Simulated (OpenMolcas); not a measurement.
**BBrF2 (SMILES FB(F)Br): B97-1/aug-pcseg-1**

Wanted: a structure relaxation of BBrF2. 

Program for the calculation: OpenMolcas 26.06.

1 further run of the same task is left out (set aside as unsound or not needed).

## 1. Starting point

BBrF2 has 4 atoms, charge 0, and is taken as a singlet. As SMILES, `FB(F)Br`. Geometry: relaxed at PBE0-D4/def2-TZVP. The run starts from this shape.

Bond lengths: F1–B2 1.309 Å, B2–F3 1.309 Å, B2–Br4 1.903 Å. Angles: F1–B2–F3 119.2°, F1–B2–Br4 120.4°, F3–B2–Br4 120.4°.

## 2. A structure relaxation at B97-1/aug-pcseg-1

Input file job.inp:

```
&GATEWAY
  BasLib=$CurrDir
  Coord
  4
  bohr
  F     -0.40751944    -2.58229185    -0.20762421
  B     -0.24177156    -0.11967636    -0.04302906
  F     -2.29114175     1.24652004    -0.27259299
  Br     2.94043275     1.45544816     0.52324627
  Basis=aug-pcseg-1
  Group=NoSym
>>> EXPORT MOLCAS_MAXITER=40
>>> Do While

&SEWARD

&SCF
  KSDFT=HYB_GGA_XC_B97_1
  PrOrbitals=0

&SLAPAF
>>> EndDo
```

The basis set aug-pcseg-1 is read from a file made from the Basis Set Exchange's data (not shown).

Started as:

```
$ export MOLCAS_MEM=1860
$ pymolcas job.inp > job.log
```

The program printed:

```text
--- Start Module: gateway ---
[...]
--- Stop Module: gateway /rc=_RC_ALL_IS_WELL_ ---
[...]
      Basis functions          105
[...]
       Convergence after  11 Iterations
[...]
::    Total KS-DFT energy                           -2798.3103537990
[...]
 *              Molecular gradients               *
 **************************************************
  Irreducible representation: a
 ------------------------------------------------------------------------------------------
                              X                       Y                       Z
 ------------------------------------------------------------------------------------------
  F1                1.28011758747704E-03    8.93844102960628E-03    6.99432468951322E-04
  B2               -4.40909479706075E-03   -2.18834605017459E-03   -7.85750706401744E-04
  F3                7.84600504853472E-03   -4.41521861229965E-03    9.25486285664689E-04
  BR4              -4.71702783899985E-03   -2.33487636719687E-03   -8.39168048221595E-04
 ------------------------------------------------------------------------------------------
[...]
--- Start Module: slapaf ---
[...]
 Geometry is converged in   4 iterations to a Minimum Structure
*****************************************************************************************************************
*****************************************************************************************************************
++ Geometry section
********************************************************************************
  Geometrical information of the final structure
********************************************************************************
  NOTE: on convergence the final predicted structure will be printed here.
  This is not identical to the structure printed in the head of the output.
 *********************************************************
[...]
--- Stop Module: slapaf /rc=_RC_INVOKED_OTHER_MODULE_ ---
--- Start Module: last_energy ---
[...]
       Convergence after   6 Iterations
[...]
::    Total KS-DFT energy                           -2798.3105647321
[...]
      Total spin, S                                     0.0000000000
[...]
      Total electronic charge=   58.000000
      Total            charge=   -0.000000
[...]
      Dipole Moment (debye):
      Origin of the operator (angstrom)=    0.7418    0.3671    0.1320
                   X=  2.3641E-01               Y=  1.1726E-01               Z=  4.2083E-02           Total=  2.6723E-01
      Quadrupole Moment (debye*angstrom):
[...]
--- Stop Module: last_energy /rc=_RC_ALL_IS_WELL_ ---
[...]
```

Run time: 79 s. Hardware: 1 thread of Arm Neoverse V1, shared host; peak memory 0.6 GiB.

Steps, from the record of the run:

```tsv
step	energy from the first frame kept (eV)	largest force (eV/Å)
0	0.0000	0.4657
1	-0.0047	0.1805
2	-0.0057	0.0176
3	-0.0057	0.0114
```

After the run. Bond lengths: F1–B2 1.318 Å, B2–F3 1.318 Å, B2–Br4 1.913 Å. Angles: F1–B2–F3 118.8°, F1–B2–Br4 120.6°, F3–B2–Br4 120.6°.

## 3. Outcome

Level: B97-1/aug-pcseg-1.

| quantity | value |
| --- | --- |
| total energy at the end | -2798.31056 Eh |
| dipole moment | 0.27 D |
| HOMO energy | -8.86 eV |
| LUMO energy | -0.73 eV |
| HOMO–LUMO gap | 8.13 eV |

What this shows: At the final geometry: Bond lengths: F1–B2 1.318 Å, B2–F3 1.318 Å, B2–Br4 1.913 Å. Angles: F1–B2–F3 118.8°, F1–B2–Br4 120.6°, F3–B2–Br4 120.6°. The optimisation took 3 steps and changed the energy by -0.006 eV. Mulliken charges run from -0.64 on Br4 to +1.12 on B2; in a basis this large or diffuse they mean little.
